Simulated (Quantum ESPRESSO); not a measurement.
A calculation with Quantum ESPRESSO 7.5 of MgB (ASE script, structure typed inline):

The input run.py:

```python
import numpy as np
from ase.calculators.espresso import Espresso, EspressoProfile
from ase import Atoms

atoms = Atoms(['Mg', 'B'],
              cell=[[2.89515, 0.0, 0.0], [0.0, 2.89515, 0.0], [0.0, 0.0, 2.89515]],
              scaled_positions=[[0.0, 0.0, 0.0], [0.5, 0.5, 0.5]],
              pbc=True)

input_data = {
    'control': {'calculation': 'scf', 'prefix': 'pwscf', 'outdir': './tmp', 'tprnfor': True, 'tstress': True, 'disk_io': 'nowf'},
    'system': {'ecutwfc': 55.0, 'ecutrho': 440.0, 'nbnd': 7, 'occupations': 'smearing', 'smearing': 'fd', 'degauss': 0.00367493},
    'electrons': {'conv_thr': 4e-10, 'electron_maxstep': 120, 'mixing_beta': 0.5},
}
pseudopotentials = {'B': 'b_pbe_v1.4.uspp.F.UPF', 'Mg': 'Mg.pbe-n-kjpaw_psl.0.3.0.UPF'}
profile = EspressoProfile(command='pw.x', pseudo_dir='pseudo')
dft = Espresso(profile=profile, input_data=input_data, pseudopotentials=pseudopotentials, kpts=(9, 9, 9), koffset=(0, 0, 0))
atoms.calc = dft

print(f'energy {atoms.get_potential_energy():.8f} eV')
print('forces (eV/A)')
print(np.round(atoms.get_forces(), 6))
print('stress (eV/A^3, Voigt)')
print(np.round(atoms.get_stress(), 8))
print(f'Fermi level {dft.get_fermi_level():.4f} eV')
```

Potentials or basis: SSSP 1.3 efficiency PBE.

The run is started by

```sh
$ OMP_NUM_THREADS=1 python run.py
```

The cell was built by a generator and needn't be a form met in nature.

Write the same calculation in another form: native input, structure typed inline.

As run:

The input pw.in:

```
&CONTROL
  calculation = 'scf'
  prefix = 'pwscf'
  outdir = './tmp'
  pseudo_dir = './pseudo'
  tprnfor = .true.
  tstress = .true.
  disk_io = 'low'
/
&SYSTEM
  ibrav = 0
  nat = 2
  ntyp = 2
  ecutwfc = 55
  ecutrho = 440
  nbnd = 7
  occupations = 'smearing'
  smearing = 'fd'
  degauss = 0.00367493
/
&ELECTRONS
  conv_thr = 4d-10
  electron_maxstep = 120
  mixing_beta = 0.5
/
ATOMIC_SPECIES
Mg    24.3050 Mg.pbe-n-kjpaw_psl.0.3.0.UPF
B     10.8100 b_pbe_v1.4.uspp.F.UPF
CELL_PARAMETERS angstrom
   2.8951500000    0.0000000000    0.0000000000
   0.0000000000    2.8951500000    0.0000000000
   0.0000000000    0.0000000000    2.8951500000
ATOMIC_POSITIONS crystal
Mg     0.0000000000    0.0000000000    0.0000000000
B      0.5000000000    0.5000000000    0.5000000000
K_POINTS automatic
9 9 9 0 0 0
```

The input pp_density.in:

```
&INPUTPP
  prefix = 'pwscf'
  outdir = './tmp'
  filplot = 'density.dat'
  plot_num = 0
/
&PLOT
  nfile = 1
  filepp(1) = 'density.dat'
  iflag = 3
  output_format = 6
  fileout = 'density.cube'
/
```

pp_potential.in

```
&INPUTPP
  prefix = 'pwscf'
  outdir = './tmp'
  filplot = 'potential.dat'
  plot_num = 11
/
&PLOT
  nfile = 1
  filepp(1) = 'potential.dat'
  iflag = 3
  output_format = 6
  fileout = 'potential.cube'
/
```

Potentials or basis: SSSP 1.3 efficiency PBE.

Command:

```bash
$ OMP_NUM_THREADS=1 pw.x -in pw.in > pw.out
$ OMP_NUM_THREADS=1 pp.x -in pp_density.in > pp_density.out
$ OMP_NUM_THREADS=1 pp.x -in pp_potential.in > pp_potential.out
```

Both were run:

|  | ASE script, structure typed inline | native input, structure typed inline |
| --- | --- | --- |
| Pressure | -0.1 GPa | -0.1 GPa |
| Band gap on the k mesh | none (metal or under the smearing width) | none (metal or under the smearing width) |

Keys that steer only the numerical path or the files written may differ.
